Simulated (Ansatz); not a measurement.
# AlH5Se (SMILES [AlH3-][SeH2+]): one structure at several levels

One table from this session's results is given with a row withheld; the runs are named, their logs left out.

Computed with Ansatz 0.2.0, Gaussian basis. Level: single points in def2-TZVPP.

Correlated methods freeze the cores. Filled d shells of the heavier atoms are correlated.

## The starting structure

7 atoms, charge 0, spin multiplicity 1.

Atoms are counted from 1 here; the program's logs count them from 0.

Bond lengths: Al1–Se2 2.664 Å, Al1–H3 1.616 Å, Al1–H4 1.645 Å, Al1–H5 1.560 Å, Se2–H6 1.534 Å, Se2–H7 1.462 Å. Angles: Se2–Al1–H3 98.4°, Se2–Al1–H4 97.1°, Se2–Al1–H5 94.4°, H3–Al1–H4 119.6°, H3–Al1–H5 120.3°, H4–Al1–H5 116.1°, Al1–Se2–H6 93.6°, Al1–Se2–H7 88.6°, H6–Se2–H7 86.1°.

Geometry (Å):

```xyz
7
AlH5Se
Al   -0.70240   -0.63320   -0.63090
Se    1.02770    0.17730    1.22600
H    -0.42820   -2.22300   -0.53080
H    -2.05270    0.00420    0.05870
H    -0.05310    0.20690   -1.77320
H     1.88770    0.95540    0.22170
H     0.25030    1.40780    1.36280
```

The first run:

The input, run/in.yaml:

```yaml
crystal:
  periodic: [false, false, false]
  atoms:
    - {symbol: Al, position_ang: [-0.702400, -0.633200, -0.630900]}
    - {symbol: Se, position_ang: [1.027700, 0.177300, 1.226000]}
    - {symbol: H, position_ang: [-0.428200, -2.223000, -0.530800]}
    - {symbol: H, position_ang: [-2.052700, 0.004200, 0.058700]}
    - {symbol: H, position_ang: [-0.053100, 0.206900, -1.773200]}
    - {symbol: H, position_ang: [1.887700, 0.955400, 0.221700]}
    - {symbol: H, position_ang: [0.250300, 1.407800, 1.362800]}
basis:
  gaussian: {orbitals: def2-TZVPP}
correlation: {method: ccsd_t}
output: {forces: true}
```

The command line of these runs was not kept.

Steps of the session up to this table: CCSD(T)/def2-TZVPP; PBE0-D4/def2-TZVPP; wB97M-V/def2-TZVPP; r2SCAN-D4/def2-TZVPP; PBE-D4/def2-TZVPP; LC-wPBE/def2-TZVPP; r2SCANh-D4/def2-TZVPP.

One of the session's tables, all rows but one given; the rest of the session is left out.

| method | RMS force component (eV/Å) | angle to CCSD(T) forces (°) | dipole (D) |
| --- | --- | --- | --- |
| CCSD(T) | 0.510 | reference | 3.66 |
| PBE0-D4 | 0.488 | 4.6 | 3.66 |
| wB97M-V | 0.527 | 4.5 | 3.60 |
| r2SCAN-D4 | 0.480 | 4.3 | 3.73 |
| PBE-D4 | ? | ? | ? |
| LC-wPBE | 0.568 | 5.8 | 3.66 |
| r2SCANh-D4 | 0.504 | 2.5 | 3.71 |

Q: Estimate the row for PBE-D4 from the others.

**Answer.** RMS force component (eV/Å): 0.413; angle to CCSD(T) forces (°): 18.9; dipole (D): 3.66. In the column «RMS force component (eV/Å)» it is the lowest.
